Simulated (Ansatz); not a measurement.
**CHFGa+ (singlet): wave-function methods side by side, cc-pVDZ**

One table from this session's results is given with a row withheld; the runs are named, their logs left out.

Method: cc-pVDZ, core rule «outside noble gas», up to 16 orbitals frozen; program: Ansatz 0.2.0, Gaussian basis.

To be run: UHF; CCSD(T) on RHF; CCSD(T) on UHF; BCCD(T) on RHF; CISD; CCSDT(Q) on RHF; CCSDT(Q) on UHF; CASSCF and MRCISD+Q, 8 electrons in 8 orbitals; CASSCF and NEVPT2, 8 electrons in 8 orbitals.

21 further runs of the same task are left out: 2 for a known fault of the program, 6 that didn't finish, 13 set aside as unsound or not needed.

### The geometry

The geometry is a PBE0/def2-TZVP stationary point (not a proven minimum) of the parent state, kept for this charge and spin. No spin-orbit coupling is included. The filled d shell of Ga may be among the frozen orbitals whatever the setting's name suggests; the logs give the count.

4 atoms, charge 1, spin multiplicity 1.

Atoms are counted from 1 here; the program's logs count them from 0.

Bond lengths: F1–C2 1.349 Å, C2–Ga3 2.047 Å, C2–H4 1.098 Å. Angles: F1–C2–Ga3 120.2°, F1–C2–H4 108.9°, Ga3–C2–H4 131.0°.

Set-up of the first run:

in.yaml reads:

```yaml
crystal:
  periodic: [false, false, false]
  atoms:
    - {symbol: F, position_ang: [0.000000, -0.359122, 2.139411]}
    - {symbol: C, position_ang: [0.000000, 0.564320, 1.155573]}
    - {symbol: Ga, position_ang: [0.000000, -0.021978, -0.805262]}
    - {symbol: H, position_ang: [0.000000, 1.564793, 1.607875]}
basis:
  gaussian: {orbitals: cc-pVDZ}
total_charge: 1
magnetization: {spin_polarized: true, initial_magnetization: 0}
hamiltonian: {xc: hf}
output: {orbitals: {seedname: orbitals}}
```

On the command line:

```sh
> ansatz run in.yaml --threads 1 --pin off --events-out ev --progress --plain --max-ram 2393MiB
```

Among the steps run: UHF; CCSD(T) on RHF; CCSD(T) on UHF; BCCD(T) on RHF; CISD; CCSDT(Q) on RHF; CCSDT(Q) on UHF; CASSCF and MRCISD+Q, 8 electrons in 8 orbitals; CASSCF and NEVPT2, 8 electrons in 8 orbitals.

One of the session's tables, all rows but one given; the rest of the session is left out.

```
           method  from RCCSDT(Q) (kJ/mol)
              RHF                   +991.4
              UHF                   +971.1
             RMP2                   +112.2
             UMP2                   +120.8
            RCCSD                    +32.1
            UCCSD                    +34.6
         RCCSD(T)                     +5.2
         UCCSD(T)                     +7.7
          BCCD(T)                     +4.5
           RCCSDT                        ?
           UCCSDT                     +3.5
        RCCSDT(Q)                        0
        UCCSDT(Q)                     +0.8
  CASSCF frontier                   +619.7
  MRCISD frontier                    +60.1
MRCISD+Q frontier                     +8.5
```

Estimate the missing values for RCCSDT.

**Answer.** from RCCSDT(Q) (kJ/mol): +2.4. In the column «from RCCSDT(Q) (kJ/mol)» it lies between UCCSDT(Q) (+0.8) and UCCSDT (+3.5).

Not comparable, so not listed: CISD; CASSCF and NEVPT2, 8 electrons in 8 orbitals (they don't share determinant, frozen orbitals or solution with the rows shown, or repeat one).

To keep in mind: The determinant is far from a pure spin state, so its energy mixes those of several spin states (harmless only where they are near-degenerate, as at dissociation). Restricted and unrestricted rows rest on different reference determinants; where their highest levels disagree by more than a few hundredths of an eV, they describe different states and don't form one ladder. Warnings in the runs' records: passed over end.
